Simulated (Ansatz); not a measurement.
# Mo: the cost of one run

Program: Ansatz 0.2.0. Level of theory: DFT r2SCAN, scalar-relativistic, plane waves, PAW. These are calculated values, not measurements.

1 further run of the same task is left out (set aside as unsound or not needed).

**1. The system as given**

Symmetry: Im-3m, No. 229, cubic system. Conventional cell: a = 3.150 Å, b = 3.150 Å, c = 3.150 Å, α = 90.00°, β = 90.00°, γ = 90.00°. Around Mo (site symmetry m-3m) lie 8 Mo at 2.73 Å.

Coordinates:

```cif
data_structure
_symmetry_space_group_name_H-M 'P 1'
_symmetry_Int_Tables_number 1
_cell_length_a 2.7284
_cell_length_b 2.7284
_cell_length_c 2.7284
_cell_angle_alpha 109.471
_cell_angle_beta 109.471
_cell_angle_gamma 109.471
_cell_volume 15.63
loop_
_atom_site_label
_atom_site_type_symbol
_atom_site_fract_x
_atom_site_fract_y
_atom_site_fract_z
_atom_site_occupancy
Mo1 Mo 0.00000 0.00000 0.00000 1
```

This cell was relaxed beforehand with the same method: volume 15.63 Å³/atom, gap on the mesh none (metal).

**2. Electronic structure at the relaxed geometry**

input.yaml reads:

```yaml
crystal:
  lattice:
    - [-1.5752359802, 1.5752359802, 1.5752359802]
    - [1.5752359802, -1.5752359802, 1.5752359802]
    - [1.5752359802, 1.5752359802, -1.5752359802]
  atoms:
    - { symbol: Mo, position: [0.0, 0.0, 0.0] }
basis:
  ecutwfc: 500
kpoints:
  mp_grid: { grid: [18, 18, 18] }
  band_path:
    path:
      - [[0.0, 0.0, 0.0], [0.5, -0.5, 0.5], [0.0, 0.0, 0.5], [0.0, 0.0, 0.0], [0.25, 0.25, 0.25], [0.5, -0.5, 0.5]]
      - [[0.25, 0.25, 0.25], [0.0, 0.0, 0.5]]
    npoints: 14
hamiltonian:
  xc: r2scan
scf:
  occupations: { method: gaussian, width: 0.1 }
  n_extra_bands: 6
output:
  forces: true
  stress: true
  eigenvalues: true
  populations: true
  dos: { projected: true, de: 0.02, nscf_kmesh: { grid: [27, 27, 27] } }
  bader: true
```

Command:

```console
ansatz run input.yaml --threads 1 --pin off --max-ram 2560MiB --backend cpu --events-out ev --progress --plain --runs-dir out
```

Q: Estimate wall time and peak memory on 1 thread of Intel Xeon Platinum 8259CL at 2.50GHz (Skylake/Cascade Lake), shared host.

About 31 s, with a peak of 0.43 GiB.
